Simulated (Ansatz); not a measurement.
Task: a single point of Rb2LiYBr6, space group Fm-3m, with the Python package of Ansatz (0.2.0). Give the script and its output. Settings: LDA, PAW, cutoff 558 eV, 3×3×3 k-points, fixed occupations.

Input file `rb2liybr6.cif`:
```cif
data_Rb2LiYBr6
_cell_length_a 7.849389
_cell_length_b 7.849389
_cell_length_c 7.849389
_cell_angle_alpha 60.00000
_cell_angle_beta 60.00000
_cell_angle_gamma 60.00000
_symmetry_space_group_name_H-M 'P 1'
_symmetry_Int_Tables_number 1
loop_
_symmetry_equiv_pos_as_xyz
'x, y, z'
loop_
_atom_site_label
_atom_site_type_symbol
_atom_site_fract_x
_atom_site_fract_y
_atom_site_fract_z
Rb1 Rb    0.750000    0.750000    0.750000
Rb2 Rb    0.250000    0.250000    0.250000
Li3 Li    0.500000    0.500000    0.500000
Y4 Y    0.000000    0.000000    0.000000
Br5 Br    0.748172    0.251828    0.251828
Br6 Br    0.251828    0.251828    0.748172
Br7 Br    0.251828    0.748172    0.748172
Br8 Br    0.251828    0.748172    0.251828
Br9 Br    0.748172    0.251828    0.748172
Br10 Br    0.748172    0.748172    0.251828
```

The script, `rb2liybr6_scf.py`:
```python
from collections import Counter
import json

import ansatz
from ase.io import read
from pymatgen.core import Structure

atoms = read("rb2liybr6.cif")
system = ansatz.Crystal.from_ase(atoms)

calculation = (
    system.calculation()
    .occupations("Fixed")
    .functional(ansatz.Functional.LDA)
    .kpoints(mesh=(3, 3, 3))
    .basis(41 * ansatz.Ry)
)
result = calculation.run(events_out="events.ndjson")
rep = result.report
with open("events.ndjson") as stream:
    kinds = Counter(json.loads(line)["event"] for line in stream)
print("events:", {kind: kinds[kind] for kind in ("scf_iter", "scf_done", "notice", "finished")})

print(f"free energy      {rep['free_energy_ev']:.5f} eV")
print(f"per atom         {rep['free_energy_ev'] / len(result.lattice.sites):.5f} eV")
print(f"SCF iterations   {rep['n_iterations']}  (converged: {rep['converged']})")

terms = rep["components"]
print({name: round(terms[name], 3) for name in ("e_kinetic", "e_hartree", "e_xc", "e_local", "e_nonlocal")})

final = Structure(result.lattice.cell_ang, [s.symbol for s in result.lattice.sites], [s.position_frac for s in result.lattice.sites])
for index, (site, neighbours) in enumerate(zip(final, final.get_all_neighbors(5.5))):
    first = min(n.nn_distance for n in neighbours)
    shell = [n for n in neighbours if n.nn_distance < 1.15 * first]
    mean = sum(n.nn_distance for n in shell) / len(shell)
    print(f"atom {index} {site.specie.symbol}: {len(shell)} neighbours within 1.15 of the shortest distance, mean {mean:.3f} A")
```

```console
$ python rb2liybr6_scf.py
events: {'scf_iter': 7, 'scf_done': 1, 'notice': 3, 'finished': 1}
free energy      -26469.44623 eV
per atom         -2646.94462 eV
SCF iterations   7  (converged: True)
{'e_kinetic': 1512.609, 'e_hartree': 994.526, 'e_xc': -2008.242, 'e_local': -3549.669, 'e_nonlocal': 804.894}
atom 0 Rb: 12 neighbours within 1.15 of the shortest distance, mean 3.925 A
atom 1 Rb: 12 neighbours within 1.15 of the shortest distance, mean 3.925 A
atom 2 Li: 6 neighbours within 1.15 of the shortest distance, mean 2.755 A
atom 3 Y: 6 neighbours within 1.15 of the shortest distance, mean 2.795 A
atom 4 Br: 2 neighbours within 1.15 of the shortest distance, mean 2.775 A
atom 5 Br: 2 neighbours within 1.15 of the shortest distance, mean 2.775 A
atom 6 Br: 2 neighbours within 1.15 of the shortest distance, mean 2.775 A
atom 7 Br: 2 neighbours within 1.15 of the shortest distance, mean 2.775 A
atom 8 Br: 2 neighbours within 1.15 of the shortest distance, mean 2.775 A
atom 9 Br: 2 neighbours within 1.15 of the shortest distance, mean 2.775 A
```

Total energies depend on the potentials; only differences at equal settings carry meaning. The run is spin-unpolarised. The energy terms are those on the plane-wave grid, with the one-centre PAW part apart; the terms shown are only some of the summands, so they needn't add up to F. This cell is a computed structure, which may not be the phase found in nature. It ran for 7.7 s on 1 thread of Arm Neoverse V1, on a shared host, peak memory 0.71 GiB.

(Lines on the test bed's own set-up are left out of the output.)
